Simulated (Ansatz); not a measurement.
# LuTi3F: the cost of one run

Program: Ansatz 0.2.0. Level of theory: DFT PBE, scalar-relativistic, plane waves, PAW. These are calculated values, not measurements.

### 1 Starting point

It takes space group Pm-3m (No. 221, cubic). Conventional cell: a = 4.451 Å, b = 4.451 Å, c = 4.451 Å, α = 90.00°, β = 90.00°, γ = 90.00°. Lu (site symmetry m-3m) is surrounded by 12 Ti at 3.15 Å. Ti (site symmetry 4/mmm) has 2 F at 2.23 Å as nearest neighbours. F (site symmetry m-3m) has 6 Ti at 2.23 Å as nearest neighbours.

Coordinates:

```cif
data_structure
_symmetry_space_group_name_H-M 'Pm-3m'
_symmetry_Int_Tables_number 221
_cell_length_a 4.4514
_cell_length_b 4.4514
_cell_length_c 4.4514
_cell_angle_alpha 90.000
_cell_angle_beta 90.000
_cell_angle_gamma 90.000
_cell_volume 88.21
loop_
_atom_site_label
_atom_site_type_symbol
_atom_site_symmetry_multiplicity
_atom_site_Wyckoff_symbol
_atom_site_fract_x
_atom_site_fract_y
_atom_site_fract_z
_atom_site_occupancy
Lu1 Lu 1 b 0.50000 0.50000 0.50000 1
Ti1 Ti 3 d 0.50000 0.00000 0.00000 1
F1 F 1 a 0.00000 0.00000 0.00000 1
```

Recipe of the guess: random cell by space group and Wyckoff sites (Pm-3m, No. 221). Its size is a rough estimate.

### 2 A first look at the guess

The input, input.yaml:

```yaml
crystal:
  lattice:
    - [4.45142061, 0.0, 0.0]
    - [0.0, 4.45142061, 0.0]
    - [0.0, 0.0, 4.45142061]
  atoms:
    - { symbol: Lu, position: [0.5, 0.5, 0.5] }
    - { symbol: Ti, position: [0.5, 0.0, 0.0], spin: 1.0 }
    - { symbol: Ti, position: [0.0, 0.5, 0.0], spin: 1.0 }
    - { symbol: Ti, position: [0.0, 0.0, 0.5], spin: 1.0 }
    - { symbol: F, position: [0.0, 0.0, 0.0] }
basis:
  ecutwfc: 420
kpoints:
  mp_grid: { grid: [4, 4, 4] }
hamiltonian:
  xc: pbe
scf:
  occupations: { method: gaussian, width: 0.1 }
  lower_state_search: "off"
output:
  forces: true
  stress: true
  eigenvalues: true
  populations: true
magnetization:
  spin_polarized: true
```

The run is started by

```bash
> ansatz run input.yaml --threads 1 --pin off --max-ram 2560MiB --backend cpu --events-out ev --progress --plain --runs-dir out
```

What time and memory should one allow on 1 thread of Intel Xeon Platinum 8375C at 2.90GHz (Ice Lake), shared host?

About 15 s, with a peak of 0.46 GiB.
